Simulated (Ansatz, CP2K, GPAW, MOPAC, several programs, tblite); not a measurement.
**BaHfO3 (Pm-3m) from semi-empirical methods to plane-wave DFT**

BaHfO3 (Pm-3m) from a database of computed structures, relaxed with r2SCAN in Ansatz, was computed with several methods. Space group Pm-3m (No. 221), cubic; a = 4.177 Å in the conventional setting, 14.58 Å³ an atom. Ba has 12 O at 2.95 Å; Hf has 6 O at 2.09 Å; O has 2 Hf at 2.09 Å and 4 Ba at 2.95 Å. The values are computed, spin-unpolarised, and not measurements.

```
Ba Hf O
1.0
     4.17705    0.00000    0.00000
     0.00000    4.17705    0.00000
     0.00000    0.00000    4.17705
Ba Hf O
1 1 3
Direct
  0.50000 0.50000 0.99800
  0.00000 0.00000 0.49799
  0.00000 0.50000 0.49801
  0.50000 0.00000 0.49801
  0.00000 0.00000 0.99800
```

Gaps and times are for a single point on this cell; volume and bulk modulus come from each method's own relaxation or energy curve at fixed shape. Times are rough, from shared hosts (Arm Neoverse V1), and each method has its own mesh and cell size. A dagger marks a closed or tiny gap in a crystal that DFT finds insulating: a failure of the method or a wrong SCF state. PM7 (MOPAC) and PM6 (MOPAC): levels, charges or heat of formation failed a check of plausibility, so no values are given. PM6 (MOPAC), PM7 (MOPAC), GFN2-xTB (tblite) treat a cluster of cells at its zone centre, which samples few k points: where these miss a band edge, the gap comes out too large for that reason alone. Gaps from k meshes are read at a limited set of points (mesh, symmetry points, PBE's band edges), so each method's own least gap may be somewhat smaller. xTB and the PM methods were fitted mostly to molecules, and can miss a solid's gap by electronvolts. Minimal bases can be far off for gaps. GLLB-SC's gap includes the derivative discontinuity. d marks a direct gap, i an indirect one (no mark: not told apart), a dash a value that wasn't computed or didn't pass its checks.

```csv
method,kind,gap (eV),own volume (Å³/atom),bulk modulus (GPa),atoms computed,processor time
"light PBE (260 eV, its own mesh)",light plane-wave,3.34 i,–,–,5,1.2 s
PBE,semilocal,3.66 i,14.88,155,5,4.4 s
GFN2-xTB (tblite),tight binding,0.00†,–,–,40,5.4 s
PM7 (MOPAC),semi-empirical,–,–,–,40,9.8 s
r2SCAN,semilocal,4.19 i,14.58,171,5,11 s
PBE/SZV (CP2K),small basis,2.78 i,15.27,156,5,13 s
PM6 (MOPAC),semi-empirical,–,–,–,40,19 s
GLLB-SC (GPAW),model potential,6.53,–,–,5,21 s
PBE/DZVP (CP2K),small basis,3.55 i,14.66,161,5,36 s
```

Against r2SCAN (4.19 eV) and with closed or daggered gaps left aside, the nearest gap at the points sampled is that of PBE (-0.53 eV) and the farthest that of GLLB-SC (GPAW) (+2.34 eV). r2SCAN is only a yardstick of convenience: semilocal gaps usually lie below measured ones, which GLLB-SC and hybrids aim to mend.

Volumes against r2SCAN's: PBE +2.1 %, PBE/SZV (CP2K) +4.8 %, PBE/DZVP (CP2K) +0.6 %.

Runs without a result: GFN1-xTB (tblite) (single point).

Spin-orbit coupling is left out.
